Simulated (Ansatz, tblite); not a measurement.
# (Cl)3Si-O-SiH3 (Cl₃H₃OSi₂): rung by rung

An exercise on one series of results from a longer session: the logs are not shown, and one member is left open.

The runs use Ansatz 0.2.0, Gaussian basis; as each input shows.

The runs, in order: GFN1-xTB, GFN2-xTB, PBE-D4/def2-TZVP, r2SCAN-D4/def2-TZVP, PBE-QIDH/def2-TZVP, LDA/def2-TZVP, r2SCANh-D4/def2-TZVP, PBE-D4/def2-SVP, PBE0-D4/def2-SVP, HF/6-31G, B3LYP-D4/6-31G, CCSD(T)/def2-TZVP, RPA/def2-TZVP.

2 further runs of the same task are left out: 2 set aside as unsound or not needed.

### The structure

The singlet was relaxed beforehand with PBE-D4/def2-SVP.

9 atoms, charge 0, spin multiplicity 1.

Bond lengths: Si1–Cl2 2.057 Å, Si1–Cl3 2.049 Å, Si1–Cl4 2.059 Å, Si1–O5 1.639 Å, O5–Si6 1.692 Å, Si6–H7 1.497 Å, Si6–H8 1.501 Å, Si6–H9 1.502 Å. Angles: Cl2–Si1–Cl3 109.6°, Cl2–Si1–Cl4 108.8°, Cl2–Si1–O5 110.2°, Cl3–Si1–Cl4 109.6°, Cl3–Si1–O5 108.5°, Cl4–Si1–O5 110.2°, Si1–O5–Si6 142.6°, O5–Si6–H7 106.8°, O5–Si6–H8 109.4°, O5–Si6–H9 109.6°, H7–Si6–H8 110.5°, H7–Si6–H9 110.5°, H8–Si6–H9 110.0°.

PBE0-D4/def2-TZVP was run before; its log isn't repeated, and its numbers join the tables.

The first run:

Tight binding, by tblite at 300 K electronic temperature and without a spin-polarisation term:

```python
tblite.interface.Calculator('GFN1-xTB', numbers, positions, charge=0, uhf=0).singlepoint()
```

Tight binding, by tblite at 300 K electronic temperature and without a spin-polarisation term:

```python
tblite.interface.Calculator('GFN2-xTB', numbers, positions, charge=0, uhf=0).singlepoint()
```

start.molden holds the orbitals of an earlier run on this state, given as this run's starting guess.

in.yaml

```yaml
crystal:
  periodic: [false, false, false]
  atoms:
    - {symbol: Si, position_ang: [-0.859425, -1.086040, 0.601274]}
    - {symbol: Cl, position_ang: [-0.839733, -0.583693, 2.596077]}
    - {symbol: Cl, position_ang: [-0.715407, -3.120586, 0.404695]}
    - {symbol: Cl, position_ang: [-2.627601, -0.434532, -0.229508]}
    - {symbol: O, position_ang: [0.413131, -0.397090, -0.167261]}
    - {symbol: Si, position_ang: [1.021173, 1.092827, -0.688925]}
    - {symbol: H, position_ang: [2.451401, 0.867671, -1.070444]}
    - {symbol: H, position_ang: [0.230551, 1.567726, -1.873326]}
    - {symbol: H, position_ang: [0.925910, 2.093697, 0.427417]}
basis:
  gaussian: {orbitals: def2-TZVP, initial_orbitals: start.molden}
hamiltonian: {xc: pbe, dispersion: d4}
scf: {omitted_lower_state_checks: [starts]}
output: {orbitals: {seedname: orbitals}}
```

The run is started by

```console
ansatz run in.yaml --threads 2 --pin off --events-out ev --progress --plain --max-ram 31744MiB --backend cpu
```

Steps of the session up to this table: PBE-D4/def2-TZVP; r2SCAN-D4/def2-TZVP; PBE-QIDH/def2-TZVP; LDA/def2-TZVP; r2SCANh-D4/def2-TZVP; PBE-D4/def2-SVP; PBE0-D4/def2-SVP; HF/6-31G; B3LYP-D4/6-31G; CCSD(T)/def2-TZVP; RPA/def2-TZVP.

One table of the session follows, with a row left open; its other results are not shown here.

It belongs to the step «Binding energy». 

```
              method  binding an atom (eV)
            HF/6-31G                 1.915
        HF/def2-TZVP                 2.684
       LDA/def2-TZVP                 4.057
     PBE-D4/def2-SVP                 3.573
    PBE-D4/def2-TZVP                 3.610
 r2SCAN-D4/def2-TZVP                 3.620
r2SCANh-D4/def2-TZVP                 3.595
      B3LYP-D4/6-31G                 2.908
    PBE0-D4/def2-SVP                 3.513
   PBE0-D4/def2-TZVP                 3.565
       MP2/def2-TZVP                     ?
      CCSD/def2-TZVP                 3.403
   CCSD(T)/def2-TZVP                 3.463
```

**Question.** Estimate the row for MP2/def2-TZVP.

**Answer.** binding an atom (eV): 3.576. In the column «binding an atom (eV)» it lies between PBE-D4/def2-SVP (3.573) and r2SCANh-D4/def2-TZVP (3.595).

Caveats from the session: Free atoms were run apart at each level; binding is atoms less cluster, divided by the number of atoms, without zero-point or spin-orbit terms.
